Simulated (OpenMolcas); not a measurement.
**One shape, several levels: Si2NH6Cl (SMILES N[SiH]([SiH3])Cl)**

Wanted: a comparison of 6 runs (HF/STO-3G, B3LYP/6-31G*, BHLYP/6-31G*, M06-2X/6-31G*, r2SCAN/6-31G*, MP2/6-31G*) of Si2NH6Cl. 

The results are computed with OpenMolcas 26.06.

1 further run of the same task is left out (set aside as unsound or not needed).

### 1 Starting point

Si2NH6Cl has 10 atoms, charge 0, and is taken as a singlet. As SMILES, `N[SiH]([SiH3])Cl`. The Si3–H8 distance was set to 2.228 Å, away from the relaxed value. At this shape a bond of the SMILES string is far longer than usual.

Bond lengths: N1–Si2 1.706 Å, Si2–Si3 2.336 Å, Si2–Cl4 2.083 Å, N1–H5 1.008 Å, N1–H6 1.008 Å, Si2–H7 1.482 Å, Si3–H9 1.489 Å, Si3–H10 1.488 Å. Some angles: N1–Si2–Si3 109.4°, N1–Si2–Cl4 114.5°, Si3–Si2–Cl4 106.1°, N1–Si2–H7 107.1°, Si3–Si2–H7 114.7°, Cl4–Si2–H7 105.1°, Si2–N1–H5 120.5°, Si2–N1–H6 120.3°, Si2–Si3–H9 108.8°, Si2–Si3–H10 110.7°. A long bond or contact: Si3–H8 2.228 Å.

### 2 A single-point energy at HF/STO-3G (run 1)

File calc.inp:

```
&GATEWAY
 BASLIB
 $CurrDir
 COORD
 10
 angstrom
 N       -0.597501       2.366308      -0.352349
 Si      -0.185801       0.750308      -0.710449
 Si       0.580899      -0.304892       1.227851
 Cl      -1.766701      -0.409892      -1.414149
 H       -1.163901       2.583208       0.452151
 H       -0.754701       3.028208      -1.096249
 H        0.791999       0.785908      -1.823949
 H        0.872200      -2.482600       0.855100
 H       -0.433201      -0.127892       2.303751
 H        1.865799       0.293308       1.679651
 BASIS
 STO-3G
 GROUP
 NoSym

&SEWARD

&SCF
 THRESHOLDS
 1e-10 1e-07 1e-07 1e-05
 PRORBITALS
 0
```

The basis set STO-3G is read from a file made from the Basis Set Exchange's data (not shown).

Started as:

```
export MOLCAS_MEM=1860
pymolcas calc.inp > calc.log
```

What it wrote:

```text
--- Start Module: gateway ---
[...]
--- Stop Module: gateway /rc=_RC_ALL_IS_WELL_ ---
--- Start Module: seward ---
[...]
      Basis functions           38
--- Stop Module: seward /rc=_RC_ALL_IS_WELL_ ---
--- Start Module: scf ---
[...]
       Convergence after  11 Iterations
[...]
::    Total SCF energy                              -1082.9510876961
[...]
      Total spin, S                                     0.0000000000
[...]
      Total electronic charge=   58.000000
      Total            charge=   -0.000000
[...]
      Dipole Moment (debye):
      Origin of the operator (angstrom)=   -0.5218    0.3188   -0.3381
                   X=  1.5372E+00               Y=  2.5025E+00               Z=  1.2863E+00           Total=  3.2062E+00
      Quadrupole Moment (debye*angstrom):
[...]
--- Stop Module: scf /rc=_RC_ALL_IS_WELL_ ---
[...]
```

It took 1.6 s on 1 thread of Intel Xeon 6975P-C (Granite Rapids), shared host; peak memory 0.37 GiB.

### 3 A single-point energy at B3LYP/6-31G(d) (spherical functions) (run 2)

File test.input:

```
&GATEWAY
 BasLib
 $CurrDir
 Coord
 10
 angstrom
 N       -0.597501       2.366308      -0.352349
 Si      -0.185801       0.750308      -0.710449
 Si       0.580899      -0.304892       1.227851
 Cl      -1.766701      -0.409892      -1.414149
 H       -1.163901       2.583208       0.452151
 H       -0.754701       3.028208      -1.096249
 H        0.791999       0.785908      -1.823949
 H        0.872200      -2.482600       0.855100
 H       -0.433201      -0.127892       2.303751
 H        1.865799       0.293308       1.679651
 Basis
 6-31Gs
 Group
 NoSym

&SEWARD
 GridInput
 Grid=UltraFine
 End of Grid

&SCF
 KSDFT
 B3LYP
 Thresholds
 1e-10 1e-07 1e-07 1e-05
 PrOrbitals
 1 2
```

The basis set 6-31G* is read from a file made from the Basis Set Exchange's data (not shown).

Started as:

```
export MOLCAS_MEM=1860
pymolcas test.input > test.log
```

What it wrote:

```text
--- Start Module: gateway ---
[...]
--- Stop Module: gateway /rc=_RC_ALL_IS_WELL_ ---
--- Start Module: seward ---
[...]
      Basis functions           80
--- Stop Module: seward /rc=_RC_ALL_IS_WELL_ ---
[...]
--- Start Module: scf ---
[...]
       Convergence after  14 Iterations
[...]
::    Total KS-DFT energy                           -1097.5371468045
[...]
      Total spin, S                                     0.0000000000
[...]
      Total electronic charge=   58.000000
      Total            charge=   -0.000000
[...]
      Dipole Moment (debye):
      Origin of the operator (angstrom)=   -0.5218    0.3188   -0.3381
                   X=  1.4646E-01               Y=  3.2817E+00               Z=  7.1089E-01           Total=  3.3610E+00
      Quadrupole Moment (debye*angstrom):
[...]
--- Stop Module: scf /rc=_RC_ALL_IS_WELL_ ---
[...]
```

It took 20 s on 1 thread of Intel Xeon 6975P-C (Granite Rapids), shared host; peak memory 0.45 GiB.

### 4 The energy at BHLYP/6-31G(d) (spherical functions) (run 3)

File coord.xyz:

```xyz
10

N     -0.597501     2.366308    -0.352349
Si    -0.185801     0.750308    -0.710449
Si     0.580899    -0.304892     1.227851
Cl    -1.766701    -0.409892    -1.414149
H     -1.163901     2.583208     0.452151
H     -0.754701     3.028208    -1.096249
H      0.791999     0.785908    -1.823949
H      0.872200    -2.482600     0.855100
H     -0.433201    -0.127892     2.303751
H      1.865799     0.293308     1.679651
```

File calc.inp:

```
&gateway
baslib=$CurrDir
coord=coord.xyz
basis=6-31Gs
group=NoSym
&seward
gridinput
Grid=UltraFine
End of Grid
&scf
ksdft=HYB_GGA_XC_BHANDHLYP
thresholds=1e-10 1e-07 1e-07 1e-05
prorbitals=1
```

The basis set 6-31G* is read from a file made from the Basis Set Exchange's data (not shown).

Started as:

```
export MOLCAS_MEM=1860
pymolcas calc.inp > calc.log
```

What it wrote:

```text
--- Start Module: gateway ---
[...]
--- Stop Module: gateway /rc=_RC_ALL_IS_WELL_ ---
--- Start Module: seward ---
[...]
      Basis functions           80
--- Stop Module: seward /rc=_RC_ALL_IS_WELL_ ---
[...]
--- Start Module: scf ---
[...]
       Convergence after  13 Iterations
[...]
::    Total KS-DFT energy                           -1097.4422831190
[...]
      Total spin, S                                     0.0000000000
[...]
      Total electronic charge=   58.000000
      Total            charge=   -0.000000
[...]
      Dipole Moment (debye):
      Origin of the operator (angstrom)=   -0.5218    0.3188   -0.3381
                   X=  2.3509E-01               Y=  3.3349E+00               Z=  7.5277E-01           Total=  3.4268E+00
      Quadrupole Moment (debye*angstrom):
[...]
--- Stop Module: scf /rc=_RC_ALL_IS_WELL_ ---
[...]
```

Wall time 18 s (1 thread of Intel Xeon 6975P-C (Granite Rapids), shared host); peak memory 0.45 GiB.

Runs 4 to 5 aren't shown in full; the table further down has their settings and results.

### 5 The energy at MP2/6-31G(d) (spherical functions) (run 6)

File input.xyz:

```xyz
10

N     -0.597501     2.366308    -0.352349
Si    -0.185801     0.750308    -0.710449
Si     0.580899    -0.304892     1.227851
Cl    -1.766701    -0.409892    -1.414149
H     -1.163901     2.583208     0.452151
H     -0.754701     3.028208    -1.096249
H      0.791999     0.785908    -1.823949
H      0.872200    -2.482600     0.855100
H     -0.433201    -0.127892     2.303751
H      1.865799     0.293308     1.679651
```

File run.inp:

```
* ClH6NSi2 MP2
>>> EXPORT MOLCAS_PRINT=2
&GATEWAY
BasLib=$CurrDir
Coord=input.xyz
Basis=6-31Gs
Group=NoSym
&SEWARD
&SCF
Thresholds=1e-10 1e-07 1e-07 1e-05
PrOrbitals=1 2
&MBPT2
Frozen=16
```

The basis set 6-31G* is read from a file made from the Basis Set Exchange's data (not shown).

Started as:

```
export MOLCAS_MEM=1860
pymolcas run.inp > run.log
```

What it wrote:

```text
--- Start Module: gateway ---
[...]
--- Stop Module: gateway /rc=_RC_ALL_IS_WELL_ ---
[...]
      Basis functions           80
[...]
--- Start Module: scf ---
[...]
       Convergence after  13 Iterations
[...]
::    Total SCF energy                              -1095.2402615791
[...]
      Total spin, S                                     0.0000000000
[...]
      Total electronic charge=   58.000000
      Total            charge=   -0.000000
[...]
      Dipole Moment (debye):
      Origin of the operator (angstrom)=   -0.5218    0.3188   -0.3381
                   X=  2.7810E-01               Y=  3.5735E+00               Z=  7.8444E-01           Total=  3.6691E+00
      Quadrupole Moment (debye*angstrom):
[...]
--- Stop Module: scf /rc=_RC_ALL_IS_WELL_ ---
[...]
--- Start Module: mbpt2 ---
[...]
WARNING!
Default frozen orbitals as non valence orbitals is overwritten by user input.
Default values:  10
[...]
       Reference weight ( Cref**2 )         =        0.84621
::    Total MBPT2 energy                            -1095.6937964734
[...]
      Total MBPT2 calculations                           0.16      0.19
--- Stop Module: mbpt2 /rc=_RC_ALL_IS_WELL_ ---
[...]
```

Wall time 5.1 s (1 thread of Intel Xeon 6975P-C (Granite Rapids), shared host); peak memory 0.45 GiB.

### 6 Overview of the runs

| run | level | integration grid | frozen core orbitals | energy (Eh) | dipole moment (D) of the reference | HOMO energy (eV) | LUMO energy (eV) | wall time |
| --- | --- | --- | --- | --- | --- | --- | --- | --- |
| 1 | HF/STO-3G | – | – | -1082.951088 | 3.21 | -7.63 | 5.78 | 1.6 s |
| 2 | B3LYP/6-31G* (spherical functions) | UltraFine | – | -1097.537147 | 3.36 | -7.49 | -1.74 | 20 s |
| 3 | BHLYP/6-31G* (spherical functions) | UltraFine | – | -1097.442283 | 3.43 | -8.73 | -0.60 | 18 s |
| 4 | M06-2X/6-31G* (spherical functions) | UltraFine | – | -1097.376225 | 3.34 | -8.72 | -0.72 | 23 s |
| 5 | r2SCAN/6-31G* (spherical functions) | UltraFine | – | -1097.365836 | 3.38 | -6.82 | -2.27 | 26 s |
| 6 | MP2/6-31G* (spherical functions) | – | 16 | -1095.693796 | 3.67 | -10.23 | 1.77 | 5.1 s |

### 7 What came out

| quantity | value |
| --- | --- |
| run 6: total energy | -1095.69380 Eh |
| run 6: dipole moment (mean-field density) | 3.67 D |
| run 6: HOMO energy (Hartree–Fock orbitals) | -10.23 eV |
| run 6: LUMO energy (Hartree–Fock orbitals) | 1.77 eV |
| run 6: HOMO–LUMO gap (Hartree–Fock orbitals) | 12.00 eV |
| run 6: correlation energy (16 core orbitals frozen) | -453.5 mEh |

**Reading.** Over runs 1, 2, 3, 4, 5 the dipole moment (its size) runs from 3.21 D (HF/STO-3G) to 3.43 D (BHLYP/6-31G*). The two ends differ in method and basis. Over runs 1, 2, 3, 4, 5 the HOMO–LUMO gap runs from 4.55 eV (r2SCAN/6-31G*) to 13.41 eV (HF/STO-3G). Totals of different functionals can't be ranked against each other. In run 1 the basis is minimal, so the values are rough. All runs together took 93 s, the longest 26 s.
